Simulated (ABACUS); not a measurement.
Ba2Tl5V3O12:

```
Tl Ba V O
1.0
     8.15421    0.00000    0.00000
    -4.07711    7.06176    0.00000
     0.00000    0.00000    6.92128
Tl Ba V O
5 2 3 12
Direct
  0.50000 0.00000 0.50000
  0.00000 0.50000 0.50000
  0.50000 0.50000 0.50000
  0.33333 0.66667 0.22489
  0.66667 0.33333 0.77511
  0.00000 0.00000 0.23552
  0.00000 0.00000 0.76448
  0.50000 0.00000 0.00000
  0.00000 0.50000 0.00000
  0.50000 0.50000 0.00000
  0.33890 0.34334 0.81444
  0.65666 0.99556 0.81444
  0.00444 0.66110 0.81444
  0.34334 0.33890 0.18556
  0.99556 0.65666 0.18556
  0.66110 0.00444 0.18556
  0.66110 0.65666 0.18556
  0.34334 0.00444 0.18556
  0.99556 0.33890 0.18556
  0.65666 0.66110 0.81444
  0.00444 0.34334 0.81444
  0.33890 0.99556 0.81444
```

The cell was built by a generator and needn't be a form met in nature.

Base run:

- Program: ABACUS 3.10.1
- Functional: PBE
- Potentials or basis: SG15 ONCV 1.2 PBE
- Cutoff: 1361 eV
- Density cutoff: 5442 eV
- Basis: DZP LCAO (the cutoffs set its grid)
- k mesh: 3 × 3 × 3
- Occupations: fermi-dirac, width 0.05 eV
- Spin: collinear spin, ferromagnetic start
- Starting moments: [0.0, 0.0, 0.0, 0.0, 0.0, 0.0, 0.0, 2.0, 2.0, 2.0, 0.0, 0.0, 0.0, 0.0, 0.0, 0.0, 0.0, 0.0, 0.0, 0.0, 0.0, 0.0] μB

Its results: band gap on the k mesh none (metal or under the smearing width); pressure 1.9 GPa; net moment 0.00 μB per cell; largest force 0.207 eV/Å.

After a change of settings the same cell gave: band gap on the k mesh none (metal or under the smearing width); pressure 4.7 GPa; net moment 0.00 μB per cell; largest force 0.267 eV/Å. Which change was it?
A. functional from PBE to PBEsol
B. functional from PBE to RPBE
C. functional from PBE to WC
D. potentials or basis from SG15 ONCV 1.2 PBE to PseudoDojo NC FR 0.4 PBE standard; k mesh from 3 × 3 × 3 to 2 × 2 × 2

B.

RPBE binds less tightly than PBE, so the same cell stands under more pressure.

Caveats: the atomic orbitals were generated for these runs and aren't a published set; the basis of atomic orbitals isn't converged, which shifts pressures, moduli and gaps; semilocal functionals often make such compounds metallic where correlation or magnetic order opens a gap, which also shifts bond lengths; the potentials were made for another functional, which shifts forces and pressure (some runs).

Not every run made on this cell is shown here.
